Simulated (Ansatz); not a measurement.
# K8Bi2Zn6F24: the cost of one run

Method: density functional theory in Ansatz 0.2.0, PAW datasets, plane waves.

## 1. Starting point

40 atoms (8 K, 2 Bi, 6 Zn, 24 F); a = 8.105 Å, b = 8.105 Å, c = 8.105 Å, α = 90.00°, β = 90.00°, γ = 90.00°. All atoms were shaken off their sites by about 0.02 Å along each axis. Defect site 1: (0.250, 0.250, 0.250). Defect site 2: (0.250, 0.250, 0.750).

The runs, in order: (2) PBEsol relaxation at the single k point (¼, ¼, ¼), on 8 threads of Intel Xeon Platinum 8259CL at 2.50GHz; (3) HSE06 single point at the single k point (¼, ¼, ¼), on 8 threads of Intel Xeon Platinum 8259CL at 2.50GHz.

## 2. PBEsol relaxation in the fixed cell

The input, in.yaml:

```yaml
crystal:
  lattice:
    - [8.104526, 0.000000, 0.000000]
    - [0.000000, 8.104526, 0.000000]
    - [0.000000, 0.000000, 8.104526]
  atoms:
    - { symbol: K, position: [0.999796, 0.997946, 0.000549] }
    - { symbol: K, position: [0.994598, 0.001050, 0.499949] }
    - { symbol: K, position: [0.996438, 0.503609, 0.001116] }
    - { symbol: K, position: [0.998471, 0.498516, 0.501529] }
    - { symbol: K, position: [0.502586, 0.999860, 0.004076] }
    - { symbol: K, position: [0.503573, 0.998756, 0.497837] }
    - { symbol: K, position: [0.500920, 0.497658, 0.001272] }
    - { symbol: K, position: [0.501701, 0.501550, 0.497308] }
    - { symbol: Bi, position: [0.248466, 0.248880, 0.252544] }
    - { symbol: Bi, position: [0.246386, 0.249468, 0.747871] }
    - { symbol: Zn, position: [0.250909, 0.753766, 0.247799] }
    - { symbol: Zn, position: [0.244927, 0.753750, 0.750100] }
    - { symbol: Zn, position: [0.752530, 0.251573, 0.248634] }
    - { symbol: Zn, position: [0.747813, 0.254252, 0.749694] }
    - { symbol: Zn, position: [0.750702, 0.749933, 0.249180] }
    - { symbol: Zn, position: [0.747205, 0.754396, 0.751401] }
    - { symbol: F, position: [0.248943, 0.257665, 0.997158] }
    - { symbol: F, position: [0.249769, 0.248473, 0.501520] }
    - { symbol: F, position: [0.249692, 0.749350, 0.000351] }
    - { symbol: F, position: [0.248067, 0.751239, 0.502559] }
    - { symbol: F, position: [0.748198, 0.247745, 0.000470] }
    - { symbol: F, position: [0.751055, 0.249579, 0.498829] }
    - { symbol: F, position: [0.746639, 0.747170, 0.004674] }
    - { symbol: F, position: [0.752083, 0.749535, 0.503681] }
    - { symbol: F, position: [0.999477, 0.255011, 0.256442] }
    - { symbol: F, position: [0.001048, 0.250864, 0.749360] }
    - { symbol: F, position: [0.998873, 0.742278, 0.249116] }
    - { symbol: F, position: [0.999854, 0.754064, 0.753143] }
    - { symbol: F, position: [0.502032, 0.249506, 0.253643] }
    - { symbol: F, position: [0.499193, 0.247121, 0.749718] }
    - { symbol: F, position: [0.496213, 0.752468, 0.251910] }
    - { symbol: F, position: [0.500023, 0.750402, 0.753731] }
    - { symbol: F, position: [0.250744, 0.996067, 0.247319] }
    - { symbol: F, position: [0.248280, 0.998834, 0.748943] }
    - { symbol: F, position: [0.249509, 0.500496, 0.249725] }
    - { symbol: F, position: [0.248856, 0.502131, 0.749817] }
    - { symbol: F, position: [0.751591, 0.997847, 0.253320] }
    - { symbol: F, position: [0.752122, 0.002814, 0.743766] }
    - { symbol: F, position: [0.749903, 0.497935, 0.251209] }
    - { symbol: F, position: [0.749791, 0.502260, 0.750115] }
  symmetry: { detect: false }
kpoints:
  mp_grid: { grid: [1, 1, 1], shift: [0.25, 0.25, 0.25] }
hamiltonian:
  xc: pbesol
scf:
  occupations: { method: fermi_dirac, width: 0.01 }
relax:
  f_tol: 0.03
  max_steps: 80
  escape_saddle: false
  adjacent_minimum: "off"
output:
  forces: true
  eigenvalues: true
  populations: true
```

Run with:

```sh
$ ansatz run in.yaml --threads 8 --pin off --max-ram 13300MiB --runs-dir r --events-out ev --progress --plain
```

Q: Estimate wall time and peak memory on 8 threads of Intel Xeon Platinum 8259CL at 2.50GHz, shared host.

About 65 s, with a peak of 1.2 GiB.
